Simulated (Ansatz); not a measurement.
# C8H16: relaxing the structure

Aim: relax C8H16 from a cheap starting geometry.

Method: RKS PBE0-D4/def2-TZVP; program: Ansatz 0.2.0, Gaussian basis.

Plan: relaxation at PBE0-D4/def2-TZVP.

1 further run of the same task is left out (set aside as unsound or not needed).

**1. The system as given**

SMILES `C=CCCCCCC`, 24 atoms, charge 0, spin multiplicity 1.

Atoms are counted from 1 here; the program's logs count them from 0.

Bond lengths: C1–C2 1.320 Å, C1–H9 1.077 Å, C1–H10 1.076 Å, C2–C3 1.499 Å, C2–H11 1.084 Å, C3–C4 1.528 Å, C3–H12 1.096 Å, C3–H13 1.095 Å, C4–C5 1.528 Å, C4–H14 1.091 Å, C4–H15 1.093 Å, C5–C6 1.527 Å, C5–H16 1.090 Å, C5–H17 1.093 Å, C6–C7 1.529 Å, C6–H18 1.093 Å, C6–H19 1.093 Å, C7–C8 1.525 Å and more. Angles: C2–C1–H9 121.3°, C2–C1–H10 123.0°, H9–C1–H10 115.7°, C1–C2–C3 127.5°, C1–C2–H11 119.0°, C3–C2–H11 113.5°, C2–C3–C4 115.9°, C2–C3–H12 107.4°, C2–C3–H13 108.3°, C4–C3–H12 109.2°, C4–C3–H13 109.0°, H12–C3–H13 106.6°, C3–C4–C5 112.2°, C3–C4–H14 109.6°, C3–C4–H15 108.7°, C5–C4–H14 109.9°, C5–C4–H15 109.0°, H14–C4–H15 107.3° and more.

The start is a GFN2-xTB geometry.

**2. Relaxation at PBE0-D4/def2-TZVP**

The input, in.yaml:

```yaml
crystal:
  periodic: [false, false, false]
  atoms:
    - {symbol: C, position_ang: [-0.991670, 0.715730, 2.629220]}
    - {symbol: C, position_ang: [-1.293480, 1.782380, 1.913220]}
    - {symbol: C, position_ang: [-0.503770, 2.377640, 0.786130]}
    - {symbol: C, position_ang: [0.611380, 1.502370, 0.216410]}
    - {symbol: C, position_ang: [0.065930, 0.302760, -0.556600]}
    - {symbol: C, position_ang: [1.183860, -0.622620, -1.030810]}
    - {symbol: C, position_ang: [0.680940, -1.794740, -1.874100]}
    - {symbol: C, position_ang: [-0.134200, -2.802740, -1.071390]}
    - {symbol: H, position_ang: [-1.626790, 0.383290, 3.433330]}
    - {symbol: H, position_ang: [-0.109210, 0.124290, 2.456910]}
    - {symbol: H, position_ang: [-2.195670, 2.335650, 2.148930]}
    - {symbol: H, position_ang: [-0.073560, 3.318710, 1.148070]}
    - {symbol: H, position_ang: [-1.197870, 2.640490, -0.018310]}
    - {symbol: H, position_ang: [1.258120, 1.159620, 1.025720]}
    - {symbol: H, position_ang: [1.225190, 2.108780, -0.454460]}
    - {symbol: H, position_ang: [-0.625380, -0.246880, 0.082110]}
    - {symbol: H, position_ang: [-0.496090, 0.661120, -1.422880]}
    - {symbol: H, position_ang: [1.893110, -0.040650, -1.624850]}
    - {symbol: H, position_ang: [1.723560, -1.011390, -0.163990]}
    - {symbol: H, position_ang: [0.074280, -1.411530, -2.697680]}
    - {symbol: H, position_ang: [1.542340, -2.306910, -2.309680]}
    - {symbol: H, position_ang: [-1.041110, -2.349110, -0.679310]}
    - {symbol: H, position_ang: [-0.419530, -3.642880, -1.699870]}
    - {symbol: H, position_ang: [0.449620, -3.183390, -0.236110]}
basis:
  gaussian: {orbitals: def2-TZVP}
hamiltonian: {xc: pbe0, dispersion: d4}
relax: {f_tol: 0.005, max_steps: 150}
```

Started as:

```sh
$ ansatz run in.yaml --threads 4 --pin off --events-out ev --progress --plain --max-ram 41984MiB --backend cuda --devices 0, --max-vram 37GiB
```

Q: Predict the results of all the runs planned. Wanted: point group; shift from the start; total energy; dispersion term; dipole moment.

As calculated:

```
                  quantity          value
               point group             C1
                     steps             12
shift from the start (rms)        0.064 Å
              total energy  -8549.8097 eV
           dispersion term       -442 meV
             dipole moment         0.51 D
```

**Reading.** The atoms moved 0.06 Å (rms) from the start; the bond that changed most is C1–H10, from 1.076 to 1.085 Å. No vibrations were run, so it is not proven to be a minimum. The largest Mulliken charge, -0.40 e, sits on C8.
